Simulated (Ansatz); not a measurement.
**C4H3BrS: a ladder of functionals and wavefunction methods**

The task here is to estimate one member of a computed series from the others.

The runs use Ansatz 0.2.0, Gaussian basis; functionals in def2-TZVPP, the program's frozen cores in correlated methods.

The runs, in order: LDA (SPW92), PBE-D4, revPBE-D4, BLYP-D4, r2SCAN-D4, B97M-V, PBE0-D4, B3LYP-D4, r2SCANh-D4, r2SCAN0-D4, HSE06-D4, BHLYP-D4, CAM-B3LYP-D4, LC-ωPBE, ωB97X-V, ωB97M-V, B2PLYP, PBE-QIDH; CCSD(T)/def2-SVP; CCSD(T)/def2-TZVPP; MP2/def2-QZVPP; extrapolation to the limit; RPA on PBE.

**Structure used throughout**

All runs share one geometry, relaxed beforehand with PBE0-D4 in a triple-zeta def2 set.

9 atoms, charge 0, spin multiplicity 1.

Atoms are counted from 1 here; the program's logs count them from 0.

Bond lengths: Br1–C2 1.864 Å, C2–C3 1.362 Å, C2–S6 1.710 Å, C3–C4 1.417 Å, C3–H7 1.081 Å, C4–C5 1.362 Å, C4–H8 1.082 Å, C5–S6 1.708 Å, C5–H9 1.079 Å. Angles: Br1–C2–C3 127.0°, Br1–C2–S6 120.7°, C3–C2–S6 112.3°, C2–C3–C4 111.6°, C2–C3–H7 123.4°, C4–C3–H7 124.9°, C3–C4–C5 112.9°, C3–C4–H8 123.7°, C5–C4–H8 123.4°, C4–C5–S6 111.6°, C4–C5–H9 128.3°, S6–C5–H9 120.1°, C2–S6–C5 91.5°.

Set-up of the first run:

Input file in.yaml:

```yaml
crystal:
  periodic: [false, false, false]
  atoms:
    - {symbol: Br, position_ang: [1.309851, -0.150927, -2.822107]}
    - {symbol: C, position_ang: [0.442439, 0.025528, -1.182036]}
    - {symbol: C, position_ang: [0.752182, -0.610603, -0.018018]}
    - {symbol: C, position_ang: [-0.122395, -0.234803, 1.031383]}
    - {symbol: C, position_ang: [-1.063863, 0.668370, 0.638811]}
    - {symbol: S, position_ang: [-0.898748, 1.073238, -1.011824]}
    - {symbol: H, position_ang: [1.567929, -1.313209, 0.077534]}
    - {symbol: H, position_ang: [-0.052383, -0.622470, 2.038918]}
    - {symbol: H, position_ang: [-1.846412, 1.118575, 1.230240]}
basis:
  gaussian: {orbitals: def2-TZVPP}
hamiltonian: {xc: lda}
output: {orbitals: {seedname: orbitals}}
```

Command:

```bash
$ ansatz run in.yaml --threads 4 --pin off --events-out ev --progress --plain --max-ram 10444MiB
```

Steps of the session up to this table: LDA; PBE-D4 (GGA); revPBE-D4 (GGA); BLYP-D4 (GGA); r2SCAN-D4 (meta-GGA); B97M-V (meta-GGA); PBE0-D4 (hybrid); B3LYP-D4 (hybrid); r2SCANh-D4 (hybrid); r2SCAN0-D4 (hybrid); HSE06-D4 (hybrid); BHLYP-D4 (hybrid); CAM-B3LYP-D4 (range-separated); LC-ωPBE (range-separated); ωB97X-V (range-separated); ωB97M-V (range-separated); B2PLYP (double hybrid); PBE-QIDH (double hybrid).

One of the session's tables, all rows but one given; the rest of the session is left out.

It belongs to the step «Frontier levels by functional». 

| functional | HOMO (eV) | gap (eV) |
| --- | --- | --- |
| LDA (SPW92) | -5.90 | 4.12 |
| PBE-D4 | -5.71 | 4.14 |
| revPBE-D4 | -5.64 | 4.15 |
| BLYP-D4 | -5.52 | 4.10 |
| r2SCAN-D4 | -5.90 | 4.46 |
| B97M-V | -5.89 | 4.52 |
| PBE0-D4 | -6.75 | 6.02 |
| B3LYP-D4 | -6.52 | 5.60 |
| r2SCANh-D4 | -6.29 | 5.16 |
| r2SCAN0-D4 | -6.88 | 6.22 |
| HSE06-D4 | -6.36 | 5.25 |
| BHLYP-D4 | -7.60 | 7.85 |
| CAM-B3LYP-D4 | -7.97 | 8.31 |
| LC-ωPBE | ? | ? |
| ωB97X-V | -8.93 | 10.27 |
| ωB97M-V | -8.82 | 10.13 |

Estimate the missing values for LC-ωPBE.

The run gave: HOMO (eV): -9.29; gap (eV): 10.65. In the column «HOMO (eV)» it is the lowest.
